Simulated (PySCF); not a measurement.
# C3H8AsB: the cost of one run

Programs: PySCF 2.14.0, with density-fitted response routines of our own. Each step states its level of theory. These are calculated values for one molecule in the gas phase, unless marked as measured. Atoms count from 0, in the outputs and in this text.

**1. The molecule as given**

13 atoms, charge 0, multiplicity 1; geometry from: PBE0-D3(BJ)/def2-SVP.

Bonds of the start (Å): B0–As1 1.97, As1–C2 1.99, C2–C3 1.49, C3–C4 1.33, B0–H5 1.21, B0–H6 1.21, As1–H7 1.52, C2–H8 1.10, C2–H9 1.10, C3–H10 1.10, C4–H11 1.10, C4–H12 1.09.

**2. X-ray photoelectron lines: SCAN, X2C**

The job: settings as JSON, then the geometry in Å.

```
{"job": {"kind": "xps"}, "charge": 0, "multiplicity": 1}
B      2.584214    -0.162401     0.170446
As     0.936564     0.203461    -0.844559
C     -0.494391    -0.778951     0.123323
C     -1.824960    -0.528367    -0.493622
C     -2.822566     0.137015     0.093037
H      3.455035     0.672463     0.209174
H      2.787100    -1.273591     0.597469
H      0.618801     1.624058    -0.424241
H     -0.205246    -1.839024     0.038912
H     -0.484217    -0.503532     1.186849
H     -1.963919    -0.907052    -1.514492
H     -2.722460     0.540016     1.106371
H     -3.774997     0.301516    -0.416780
```

Level: delta-SCF UKS SCAN, pcX-2 on the ionised atom, pcseg-1 elsewhere, spin-free X2C.

On the command line:

```bash
$ OMP_NUM_THREADS=1 python probes_run.py task.json out
```

This one command runs all jobs of the session in turn.

**Question.** How long does this first job take on 1 thread of Arm Neoverse V1, shared host, and how much memory does it need?

About 28 s, with a peak of 0.53 GiB.
